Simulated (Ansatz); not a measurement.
Run this with Ansatz 0.2.0, Python API and show what comes out.

`fermi_ge.py`
```python
"""Area of the Fermi surface of Ge."""

import warnings

import ansatz as az


def main() -> None:
    warnings.simplefilter("ignore", az.DeckWarning)

    ge = (
        az.Lattice.of((-2.57448972, 2.57448972, 1.39741264), (2.57448972, -2.57448972, 1.39741264), (2.57448972, 2.57448972, -1.39741264))
        .atom("Ge", (0.25, 0.75, 0.5))
        .atom("Ge", (0.5, 0.5, 0.0))
    )

    calc = ge.calculation()
    calc = calc.functional("pbesol").basis(470)
    calc = calc.kpoints(12, center="gamma")
    calc = calc.occupations(az.OccupationsMethod.FERMI_DIRAC).scf(tolerance=1e-10)
    calc = calc.eigenstates(nscf_kmesh=(12, 12, 12), level_slopes=True)
    surface = calc.run(threads=1).fermi_surface().to_plain()
    for way, reading in surface.items():
        if reading:
            rho_lambda = [f"{v:.3e}" for v in reading["resistivity_times_mean_free_path_ohm_m2"]]
            print(f"{way:24s} area {reading['spin_summed_area_per_ang2']:8.3f} 1/A^2  rho*lambda (ohm m^2) {rho_lambda}")


if __name__ == "__main__":
    main()
```

```console
$ python fermi_ge.py
by_tetrahedra            area   43.502 1/A^2  rho*lambda (ohm m^2) ['6.587e-16', '6.587e-16', '8.112e-16']
by_slopes                area   46.479 1/A^2  rho*lambda (ohm m^2) ['6.507e-16', '6.507e-16', '6.723e-16']
on_every_second_point    area   40.295 1/A^2  rho*lambda (ohm m^2) ['6.905e-16', '6.905e-16', '9.453e-16']
```

Caveats:
- This isn't the structure that Ge takes at ambient conditions.
- The three readings differ by the mesh error.
- The script silences the warnings on its input, which a real study should read.
- Finished in 10 s on 1 thread of Intel(R) Xeon(R) Platinum 8259CL CPU @ 2.50GHz (Skylake/Cascade Lake), on a shared host, peak memory 0.45 GiB.
